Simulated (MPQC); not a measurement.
**SiHF3 (SMILES F[SiH](F)F): MP2/pcseg-1**

What is the energy difference between two shapes of SiHF3 at MP2/pcseg-1? 

The calculation is run with MPQC 2.3.1.

7 further runs of the same task are left out: 2 that didn't finish, 5 set aside as unsound or not needed.

## (1) The molecule

SiHF3: 5 atoms, total charge 0, spin state singlet. SMILES: `F[SiH](F)F`. The shape is that of a PBE0-D4/def2-TZVP optimisation.

Bond lengths: F1–Si2 1.573 Å, Si2–F3 1.573 Å, Si2–F4 1.573 Å, Si2–H5 1.461 Å. Angles: F1–Si2–F3 108.3°, F1–Si2–F4 108.3°, F3–Si2–F4 108.3°, F1–Si2–H5 110.7°, F3–Si2–H5 110.7°, F4–Si2–H5 110.7°.

## (2) Energy and gradient at MP2/pcseg-1

Contents of mol.in:

```
% F3HSi
molecule<Molecule>: (
  symmetry = c1
  unit = angstrom
  { atoms geometry } = {
    F  [ -0.447100    -0.082200     1.491300 ]
    Si [ 0.040700     0.001700    -0.001800 ]
    F  [ -0.597100     1.281400    -0.657200 ]
    F  [ -0.495900    -1.263300    -0.767200 ]
    H  [ 1.499400     0.062400    -0.065100 ]
  }
)
basis<GaussianBasisSet>: (
  name = "pcseg-1"
  molecule = $:molecule
  basisdir = "."
  puream = yes
)
mpqc: (
  checkpoint = no
  savestate = no
  restart = no
  do_energy = yes
  do_gradient = yes
  optimize = no
  mole<MBPT2>: (
    molecule = $:molecule
    basis = $:basis
    memory = 1000000000
    method = mp
    nfzc = 0
    reference<CLHF>: (
      molecule = $:molecule
      basis = $:basis
      total_charge = 0
      memory = 1000000000
      print_evals = yes
      maxiter = 80
      guess_wavefunction<CLHF>: (
        molecule = $:molecule
        total_charge = 0
        memory = 1000000000
        value_accuracy = 1e-3
        basis<GaussianBasisSet>: (
          name = "STO-3G"
          molecule = $:molecule
        )
      )
    )
  )
)
```

The basis set pcseg-1 is read from a file made from the Basis Set Exchange's data (not shown).

Started as:

```bash
$ mpqc mol.in > mol.out
```

Output:

```text
MPQC: Massively Parallel Quantum Chemistry
[...]
  LUMO is    22   A =   0.152148
  total scf energy = -587.9098889832
[...]
  MP2 correlation energy [au]:         -0.658700068192
  MP2 energy [au]:                   -588.568589051381
[...]
Value of the MolecularEnergy: -588.5685890514
  Gradient of the MolecularEnergy:
      1    0.0087761753
      2    0.0015553110
      3   -0.0278796515
      4   -0.0343595515
      5   -0.0014194839
      6    0.0014052021
      7    0.0116177576
      8   -0.0240008242
      9    0.0123018285
     10    0.0097208715
     11    0.0236902919
     12    0.0143571427
[...]
        symmetry = c1
[...]
```

Run time: 13 s. Hardware: 1 thread of Intel Xeon Platinum 8375C at 2.90GHz (Ice Lake), shared host; peak memory 0.38 GiB.

## (3) The distorted shape at the same level

Contents of input.in:

```
% emacs should use -*- KeyVal -*- mode
molecule<Molecule>: (
  symmetry = c1
  unit = angstrom
  { atoms geometry } = {
    F  [ -0.421961      -0.054106       1.452652 ]
    Si [ 0.142336       0.111790       0.007489 ]
    F  [ -0.611558       1.218771      -0.668741 ]
    F  [ -0.422841      -1.200202      -0.826435 ]
    H  [ 1.530110       0.100984      -0.081115 ]
  }
)
basis<GaussianBasisSet>: (
  name = "pcseg-1"
  molecule = $:molecule
  basisdir = "."
  puream = yes
)
mpqc: (
  checkpoint = no
  savestate = no
  restart = no
  do_energy = yes
  do_gradient = yes
  optimize = no
  mole<MBPT2>: (
    molecule = $:molecule
    basis = $:basis
    memory = 1000000000
    method = mp
    nfzc = 0
    reference<CLHF>: (
      molecule = $:molecule
      basis = $:basis
      total_charge = 0
      memory = 1000000000
      print_evals = yes
      maxiter = 80
      guess_wavefunction<CLHF>: (
        molecule = $:molecule
        total_charge = 0
        memory = 1000000000
        value_accuracy = 1e-3
        basis<GaussianBasisSet>: (
          name = "STO-3G"
          molecule = $:molecule
        )
      )
    )
  )
)
```

The basis set pcseg-1 is read from a file made from the Basis Set Exchange's data (not shown).

Started as:

```bash
$ mpqc -o input.out input.in
```

Output:

```text
MPQC: Massively Parallel Quantum Chemistry
[...]
  LUMO is    22   A =   0.133152
  total scf energy = -587.8958196336
[...]
  MP2 correlation energy [au]:         -0.657217532441
  MP2 energy [au]:                   -588.553037166013
[...]
Value of the MolecularEnergy: -588.5530371660
  Gradient of the MolecularEnergy:
      1    0.0064912968
      2    0.0003963609
      3   -0.0410638108
      4   -0.0048194202
      5    0.1052662040
      6    0.0108959760
      7    0.0410015081
      8   -0.0883230746
      9    0.0429636325
     10   -0.0132059236
     11   -0.0100648814
     12   -0.0113949176
[...]
        symmetry = c1
[...]
```

Wall time 15 s (1 thread of Intel Xeon Platinum 8375C at 2.90GHz (Ice Lake), shared host); peak memory 0.43 GiB.

## (4) Results

At MP2/pcseg-1:

| quantity | value |
| --- | --- |
| first shape: total energy | -588.56859 Eh |
| first shape: HOMO energy (Hartree–Fock orbitals) | -15.55 eV |
| first shape: LUMO energy (Hartree–Fock orbitals) | 4.14 eV |
| first shape: HOMO–LUMO gap (Hartree–Fock orbitals) | 19.69 eV |
| first shape: correlation energy | -658.7 mEh |
| first shape: largest force on an atom | 1.770 eV/Å |
| distorted shape: total energy | -588.55304 Eh |
| distorted shape: HOMO energy (Hartree–Fock orbitals) | -16.16 eV |
| distorted shape: LUMO energy (Hartree–Fock orbitals) | 3.62 eV |
| distorted shape: HOMO–LUMO gap (Hartree–Fock orbitals) | 19.78 eV |
| distorted shape: correlation energy | -657.2 mEh |
| distorted shape: largest force on an atom | 5.473 eV/Å |
| energy change with the atoms displaced | 0.423 eV |

**Reading.** With the atoms displaced the energy rises by 0.42 eV (9.8 kcal/mol). The first shape isn't relaxed at this level, so the change isn't measured from a minimum. The largest force (first shape) is 1.77 eV/Å: the shape isn't a stationary point for this species at this level.
